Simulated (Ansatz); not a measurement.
# C4H14N2Si: the cost of one run

Program: Ansatz 0.2.0. Level of theory: RKS PBE/6-31G*. These are calculated values, not measurements.

1 further run of the same task is left out (it didn't finish).

## (1) The structure to begin with

Bond lengths (14 of 20 bonds, heavy atoms first): Si1–N2 2.020 Å, N2–C3 1.470 Å, N2–C7 1.470 Å, Si1–N13 1.819 Å, N13–C14 1.470 Å, N13–C18 1.470 Å, C3–H4 1.110 Å, C3–H5 1.110 Å, C3–H6 1.110 Å, C7–H8 1.110 Å, C7–H9 1.110 Å, C7–H10 1.110 Å, Si1–H11 1.660 Å, Si1–H12 1.459 Å. Angles (14 of 36 angles, heavy atoms first): Si1–N2–C3 87.0°, Si1–N2–C7 151.6°, C3–N2–C7 120.0°, N2–Si1–N13 122.7°, Si1–N13–C14 120.0°, Si1–N13–C18 120.0°, C14–N13–C18 120.0°, N2–Si1–H11 45.6°, N2–Si1–H12 122.7°, H11–Si1–N13 121.5°, H12–Si1–N13 109.5°, N2–C3–H4 109.5°, N2–C3–H5 109.5°, N2–C3–H6 109.5°.

The coordinates stand in the first input below.

## (2) A restrained relaxation towards end A

Springs on the bonds that form and break draw the guess towards this end; the thresholds are loose.

File input.yaml:

```yaml
crystal:
  periodic: [false, false, false]
  atoms:
    - { symbol: Si, position_ang: [0.0, 0.0, 0.0] }
    - { symbol: "N", position_ang: [1.1383, 0.0, 1.6687] }
    - { symbol: C, position_ang: [-0.0779, -0.3762, 2.4037] }
    - { symbol: H, position_ang: [-0.7259, -0.9999, 1.7532] }
    - { symbol: H, position_ang: [0.2005, -0.9533, 3.3101] }
    - { symbol: H, position_ang: [-0.6279, 0.5401, 2.7036] }
    - { symbol: C, position_ang: [2.3545, 0.3762, 2.4037] }
    - { symbol: H, position_ang: [2.6024, -0.4163, 3.1402] }
    - { symbol: H, position_ang: [3.1968, 0.4943, 1.6905] }
    - { symbol: H, position_ang: [2.184, 1.3351, 2.9361] }
    - { symbol: H, position_ang: [1.6341, 0.0, 0.2923] }
    - { symbol: H, position_ang: [-0.6877, 1.1914, -0.4862] }
    - { symbol: "N", position_ang: [-0.8572, -1.4851, -0.6061] }
    - { symbol: C, position_ang: [-1.5991, -2.3398, 0.332] }
    - { symbol: H, position_ang: [-1.2218, -2.1735, 1.3626] }
    - { symbol: H, position_ang: [-2.6791, -2.0872, 0.2887] }
    - { symbol: H, position_ang: [-1.4574, -3.4051, 0.0541] }
    - { symbol: C, position_ang: [-0.8082, -1.8308, -2.034] }
    - { symbol: H, position_ang: [-1.6103, -1.2865, -2.5747] }
    - { symbol: H, position_ang: [0.1794, -1.5432, -2.4511] }
    - { symbol: H, position_ang: [-0.9565, -2.9241, -2.1559] }
basis:
  gaussian: { orbitals: "6-31G*" }
hamiltonian:
  xc: pbe
relax:
  f_tol: 0.15
  max_steps: 25
  restrain:
    - { distance: [1, 10], at: 2.26, k: 30.0 }
    - { distance: [0, 1], at: 1.82, k: 30.0 }
    - { distance: [0, 10], at: 1.46, k: 30.0 }
```

On the command line:

```
> ansatz run input.yaml --threads 4 --pin off --max-ram 5120MiB --backend cpu --events-out ev --progress --plain --runs-dir out
```

**Question.** How long does this run take on 4 threads of Arm Neoverse V1, shared host, and how much memory does it need?

About 42 s, with a peak of 0.22 GiB.
